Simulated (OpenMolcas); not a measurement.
**Cr²⁺ in SrF2: CASSCF and CASPT2 levels and susceptibility**

Aim: the ligand-field states of Cr²⁺ in this surrounding, its lowest levels with spin-orbit coupling and its magnetic susceptibility.

The numbers are computed with OpenMolcas 26.06 (state-averaged CASSCF and CASPT2, spin-orbit coupling by RASSI with atomic mean-field integrals), except any that are marked as measured or tabulated.

### 1 Starting point

| Quantity | Value |
| --- | --- |
| Species | Cr²⁺ (chromium, Z = 24, 22 electrons) |
| Basis | ANO-RCC-VDZP [5s4p2d1f], 146 functions with the ligands |
| Scalar Hamiltonian | DKH2, point nucleus |
| Inactive shells | 1s 2s 2p 3s 3p of the metal, and all ligand shells |
| Active space | 4 electrons in 5 orbitals (3d) |
| Some configurations of this space | 3d4 |
| Orbitals | optimised for each spin and parity, averaged over all roots |

Outer shells as boxes (Hund's rule):

3d4
```
3d [↑ ][↑ ][↑ ][↑ ][  ]
```

Cr²⁺ is taken with its 8 nearest fluoride ions at 2.437 Å, on the cation site of SrF2 (a = 5.796 Å). The rest of the host is ab initio model potentials to 7.6 Å and point charges beyond; the distance is set by hand, nothing relaxes, and no local charge compensation is placed. Ligand basis ANO-RCC-VDZP.

```xyz
21

Cr    0.0000    0.0000    0.0000
F     1.4070    1.4070    1.4070
F     1.4070    1.4070   -1.4070
F     1.4070   -1.4070    1.4070
F     1.4070   -1.4070   -1.4070
F    -1.4070    1.4070    1.4070
F    -1.4070    1.4070   -1.4070
F    -1.4070   -1.4070    1.4070
F    -1.4070   -1.4070   -1.4070
Sr    0.0000    2.8980   -2.8980
Sr    0.0000   -2.8980    2.8980
Sr    0.0000    2.8980    2.8980
Sr    0.0000   -2.8980   -2.8980
Sr    2.8980   -2.8980    0.0000
Sr   -2.8980    2.8980    0.0000
Sr    2.8980    0.0000   -2.8980
Sr   -2.8980    0.0000    2.8980
Sr    2.8980    0.0000    2.8980
Sr   -2.8980    0.0000   -2.8980
Sr    2.8980    2.8980    0.0000
Sr   -2.8980   -2.8980    0.0000
```

Each step is its own input file, run in one work folder so that later steps find the files of earlier ones. Labels, J, g values, rates, χT and fits are worked out afterwards by a script from the matrices that RASSI stores.

### 2 Basis and integrals

The input, a.inp:

```
&GATEWAY
Basis set
Cr.ANO-RCC-VDZP.
Cr1 0.0 0.0 0.0 Angstrom
End of basis
Basis set
F.ANO-RCC-VDZP.
L1 1.407003 1.407003 1.407003 Angstrom
L2 1.407003 1.407003 -1.407003 Angstrom
L3 1.407003 -1.407003 1.407003 Angstrom
L4 1.407003 -1.407003 -1.407003 Angstrom
End of basis
Basis set
Sr.EMB-AIMP.Pascual.0s.0s.ECP.SrF2.
PseudoCharge
* 21 symmetry-unique lattice sites within 7.6 angstrom
End of basis
Basis set
F.EMB-AIMP.Pascual.0s.0s.ECP.SrF2.
PseudoCharge
* 40 symmetry-unique lattice sites within 7.6 angstrom
End of basis
Symmetry
XYZ
AngMom=0.0 0.0 0.0
AMFI
RICD
XField
1348 Angstrom 0
* Evjen-weighted lattice charges
&SEWARD
```

On the command line:

```
$ OMP_NUM_THREADS=1 MOLCAS_MEM=2457 MOLCAS_PROJECT=a pymolcas a.inp > a.log
```

### 3 Reference wave functions, quintets, 5 roots

The input, a.inp:

```
&RASSCF
FileOrb=start.orb
Symmetry=1
Spin=5
nActEl=4 0 0
Inactive=23 26
Ras2=5 0
CIRoot=5 5 1
SDav=5
CIMx=300
Iter=150 100
PrWF=0.3
OrbListing=Nothing
MaxOrb=0
LevShft=1.0
>>> COPY $Project.JobIph JOB001
```

start.orb holds start orbitals that the driver prepared beforehand, or those of the step before.

### 4 Reference wave functions, triplets, 45 roots

The input, a.inp:

```
&RASSCF
FileOrb=start.orb
Symmetry=1
Spin=3
nActEl=4 0 0
Inactive=23 26
Ras2=5 0
CIRoot=45 45 1
SDav=45
CIMx=300
Iter=150 100
PrWF=0.3
OrbListing=Nothing
MaxOrb=0
LevShft=1.0
>>> COPY $Project.JobIph JOB002
```

### 5 CASSCF: singlets, 50 roots

The input, a.inp:

```
&RASSCF
FileOrb=start.orb
Symmetry=1
Spin=1
nActEl=4 0 0
Inactive=23 26
Ras2=5 0
CIRoot=50 50 1
SDav=50
CIMx=300
Iter=150 100
PrWF=0.3
OrbListing=Nothing
MaxOrb=0
LevShft=1.0
>>> COPY $Project.JobIph JOB003
```

### 6 RASSI: spin-orbit coupling between the states

The input, a.inp:

```
&RASSI
NrOfJobIphs=3 5 45 50
1 2 3 4 5
1 2 3 4 5 6 7 8 9 10 11 12 13 14 15 16 17 18 19 20 21 22 23 24 25 26 27
28 29 30 31 32 33 34 35 36 37 38 39 40 41 42 43 44 45
1 2 3 4 5 6 7 8 9 10 11 12 13 14 15 16 17 18 19 20 21 22 23 24 25 26 27
28 29 30 31 32 33 34 35 36 37 38 39 40 41 42 43 44 45 46 47 48 49 50
IphNames
JOB001
JOB002
JOB003
EJob
SpinOrbit
DIPRint=1.0
SOCoupling=1000.0
Subsets=2
Property=9
'ANGMOM' 1 'ANGMOM' 2 'ANGMOM' 3 'MLTPL  1' 1 'MLTPL  1' 2 'MLTPL  1' 3
'AMFI' 1 'AMFI' 2 'AMFI' 3
SOProperty=3
'ANGMOM' 1 'ANGMOM' 2 'ANGMOM' 3
```

### 7 CASPT2: IPEA 0.25, imaginary shift 0.1 (closed shells correlated: 3s 3p of the metal, with ligand shells; the Frozen line counts the rest)

The input, a.inp:

```
>>> COPY JOB001 $Project.JobIph
&CASPT2
Multistate=5 1 2 3 4 5
NoMult
Frozen=6 7
IPEA=0.25
Imaginary=0.1
MaxIter=60
WThr=0.0 0.3 0.05
PrWF=0.5
NoMix
>>> COPY JOB002 $Project.JobIph
&CASPT2
Multistate=45 1 2 3 4 5 6 7 8 9 10 11 12 13 14 15 16 17 18 19 20 21 22
23 24 25 26 27 28 29 30 31 32 33 34 35 36 37 38 39 40 41 42 43 44 45
NoMult
Frozen=6 7
IPEA=0.25
Imaginary=0.1
MaxIter=60
WThr=0.0 0.3 0.05
PrWF=0.5
NoMix
>>> COPY JOB003 $Project.JobIph
&CASPT2
Multistate=50 1 2 3 4 5 6 7 8 9 10 11 12 13 14 15 16 17 18 19 20 21 22
23 24 25 26 27 28 29 30 31 32 33 34 35 36 37 38 39 40 41 42 43 44 45 46
47 48 49 50
NoMult
Frozen=6 7
IPEA=0.25
Imaginary=0.1
MaxIter=60
WThr=0.0 0.3 0.05
PrWF=0.5
NoMix
```

(Steps that only read results are left out.)

What does the calculation give? Wanted: spin-free ground state; first state of the same spin within the active space; lowest level; next level.

**Answer**, as computed:

```
                                            quantity                                                                                                                                          value
                                              method  SS-CASPT2, IPEA 0.25, imaginary shift 0.1 (closed shells correlated: 3s 3p of the metal, with ligand shells; the Frozen line counts the rest)
                              spin-free ground state                                                                                                                5T2, 3-fold in its orbital part
first state of the same spin within the active space                                                                                                                                5E at 3770 cm⁻¹
                                        lowest level                                                                                                                                      1-fold A1
                                          next level                                                                                                                                      16.0 cm⁻¹
                                         χT at 300 K                                                                                                                                 2.60 cm³ K/mol
                           effective moment at 300 K                                                                                                                                        4.56 μB
```

Cost by method:

| method | time of its own steps | time with the reference |
| --- | --- | --- |
| A. CASSCF | 50 s | 50 s |
| B. SS-CASPT2, IPEA 0.25, imaginary shift 0.1, +3s 3p | 8 min | 8.8 min |

Times are of one thread on a shared host.

What this shows: The spin-free ground state (5T2) comes to 100 % from free-ion D terms and keeps the highest spin of the shell. χT at 300 K is 2.60, against 3.01 cm³ K/mol for the spin alone, so spin-orbit coupling lowers it. An active space of the d shell alone favours high spin; real ions in strong fields can be low spin. CASPT2 does not keep the components of a term degenerate, and the means are used. With metal d orbitals alone active, the gaps between spin states are rough; where two lie within a few thousand cm-1, their order is open.
